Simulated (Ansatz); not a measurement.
# FGaH2OS: one species, many methods

An exercise on one series of results from a longer session: the logs are not shown, and one member is left open.

The runs use Ansatz 0.2.0, Gaussian basis; functionals in def2-TZVPP, the program's frozen cores in correlated methods.

The runs, in order: LDA (SPW92), PBE-D4, revPBE-D4, BLYP-D4, r2SCAN-D4, B97M-V, PBE0-D4, B3LYP-D4, r2SCANh-D4, r2SCAN0-D4, HSE06-D4, BHLYP-D4, CAM-B3LYP-D4, LC-ωPBE, ωB97X-V, ωB97M-V, B2PLYP, PBE-QIDH; CCSD(T)/def2-SVP; CCSD(T)/def2-TZVPP; MP2/def2-QZVPP; extrapolation to the limit; RPA on PBE.

### The relaxed structure

The geometry comes from an earlier relaxation with PBE0-D4 in a triple-zeta def2 set; it is a stationary point.

SMILES `[OH][Ga]([F])[SH]`, 6 atoms, charge 0, spin multiplicity 1.

Atoms are counted from 1 here; the program's logs count them from 0.

Bond lengths: O1–Ga2 1.769 Å, O1–H5 0.959 Å, Ga2–F3 1.741 Å, Ga2–S4 2.180 Å, S4–H6 1.344 Å. Angles: Ga2–O1–H5 114.6°, O1–Ga2–F3 114.2°, O1–Ga2–S4 128.9°, F3–Ga2–S4 117.0°, Ga2–S4–H6 93.3°.

The first run:

in.yaml

```yaml
crystal:
  periodic: [false, false, false]
  atoms:
    - {symbol: O, position_ang: [1.077123, -0.243792, -1.220436]}
    - {symbol: Ga, position_ang: [0.325366, -0.426453, 0.370646]}
    - {symbol: F, position_ang: [1.149881, -1.539863, 1.425035]}
    - {symbol: S, position_ang: [-1.459957, 0.544096, 1.159273]}
    - {symbol: H, position_ang: [0.625626, 0.364913, -1.808837]}
    - {symbol: H, position_ang: [-1.676040, 1.237098, 0.028120]}
basis:
  gaussian: {orbitals: def2-TZVPP}
hamiltonian: {xc: lda}
output: {orbitals: {seedname: orbitals}}
```

Among the steps run: LDA; PBE-D4 (GGA); revPBE-D4 (GGA); BLYP-D4 (GGA); r2SCAN-D4 (meta-GGA); B97M-V (meta-GGA); PBE0-D4 (hybrid); B3LYP-D4 (hybrid); r2SCANh-D4 (hybrid); r2SCAN0-D4 (hybrid); HSE06-D4 (hybrid); BHLYP-D4 (hybrid); CAM-B3LYP-D4 (range-separated); LC-ωPBE-D4 (range-separated; the results give it without D4); ωB97X-V (range-separated); ωB97M-V (range-separated); B2PLYP (double hybrid); PBE-QIDH (double hybrid).

One of the session's tables, all rows but one given; the rest of the session is left out.

It belongs to the step «Frontier levels by functional». 

| functional | HOMO (eV) | gap (eV) |
| --- | --- | --- |
| LDA (SPW92) | -7.15 | 4.65 |
| PBE-D4 | -6.98 | 4.78 |
| revPBE-D4 | -6.91 | 4.85 |
| BLYP-D4 | -6.82 | 4.63 |
| r2SCAN-D4 | -7.30 | 5.43 |
| B97M-V | -7.34 | 5.33 |
| PBE0-D4 | -8.27 | 7.01 |
| B3LYP-D4 | -8.02 | 6.40 |
| r2SCANh-D4 | -7.77 | 6.24 |
| r2SCAN0-D4 | -8.48 | 7.43 |
| HSE06-D4 | -7.87 | 6.24 |
| BHLYP-D4 | -9.40 | 8.96 |
| CAM-B3LYP-D4 | ? | ? |
| LC-ωPBE | -11.03 | 12.04 |
| ωB97X-V | -10.65 | 11.46 |
| ωB97M-V | -10.48 | 11.04 |

**Question.** Estimate the row for CAM-B3LYP-D4.

The run gave: HOMO (eV): -9.62; gap (eV): 9.26. In the column «HOMO (eV)» it lies between ωB97M-V (-10.48) and BHLYP-D4 (-9.40).
